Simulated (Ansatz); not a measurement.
# Si8CO16: the cost of one run

Program: Ansatz 0.2.0. Level of theory: DFT PBE, plane waves, PAW, scalar-relativistic, collinear spin. These are calculated values, not measurements.

## (1) Starting point

The cell holds 25 atoms (CO16Si8): a = 7.000 Å, b = 7.000 Å, c = 6.876 Å, α = 90.00°, β = 90.00°, γ = 90.00°.

The coordinates stand in the first input below.

## (2) Preparing the start

input.yaml

```yaml
accuracy: low
crystal:
  lattice:
    - [-4.9501, -4.9501, 0.0]
    - [4.9501, -4.9501, 0.0]
    - [0.0, 0.0, 6.876]
  atoms:
    - { symbol: Si, position: [0.1973, 0.5, 0.0] }
    - { symbol: Si, position: [0.0, 0.1973, 0.25] }
    - { symbol: Si, position: [0.8027, 0.5, 0.5] }
    - { symbol: Si, position: [0.0, 0.8027, 0.75] }
    - { symbol: O, position: [0.3263, 0.5651, 0.1817] }
    - { symbol: O, position: [0.9349, 0.3263, 0.4317] }
    - { symbol: O, position: [0.6737, 0.4349, 0.6817] }
    - { symbol: O, position: [0.0651, 0.6737, 0.9317] }
    - { symbol: O, position: [0.9349, 0.6737, 0.5683] }
    - { symbol: O, position: [0.6737, 0.5651, 0.3183] }
    - { symbol: O, position: [0.0651, 0.3263, 0.0683] }
    - { symbol: O, position: [0.3263, 0.4349, 0.8183] }
    - { symbol: Si, position: [0.6973, 0.0, 0.0] }
    - { symbol: Si, position: [0.5, 0.6973, 0.25] }
    - { symbol: Si, position: [0.3027, 0.0, 0.5] }
    - { symbol: Si, position: [0.5, 0.3027, 0.75] }
    - { symbol: O, position: [0.8263, 0.0651, 0.1817] }
    - { symbol: O, position: [0.4349, 0.8263, 0.4317] }
    - { symbol: O, position: [0.1737, 0.9349, 0.6817] }
    - { symbol: O, position: [0.5651, 0.1737, 0.9317] }
    - { symbol: O, position: [0.4349, 0.1737, 0.5683] }
    - { symbol: O, position: [0.1737, 0.0651, 0.3183] }
    - { symbol: O, position: [0.5651, 0.8263, 0.0683] }
    - { symbol: O, position: [0.8263, 0.9349, 0.8183] }
    - { symbol: C, position: [0.2451124, 0.9374342, 0.0044598], spin: 1.0 }
magnetization:
  spin_polarized: true
basis:
  ecutwfc: 420.0
kpoints:
  mp_grid: { grid: [1, 1, 1] }
hamiltonian:
  xc: pbe
  pseudopotentials: { kind: paw, azcp: { folder: soft_1 } }
scf:
  occupations: { method: fermi_dirac, width: 0.05 }
  lower_state_search: "off"
relax:
  f_tol: 0.08
  max_steps: 25
  adjacent_minimum: "off"
```

Launch:

```
ansatz run input.yaml --threads 1 --pin off --max-ram 3072MiB --backend cpu --events-out ev --progress --plain --runs-dir out
```

What time and memory should one allow on 1 thread of Arm Neoverse V2, shared host?

About 63 s, with a peak of 0.46 GiB.
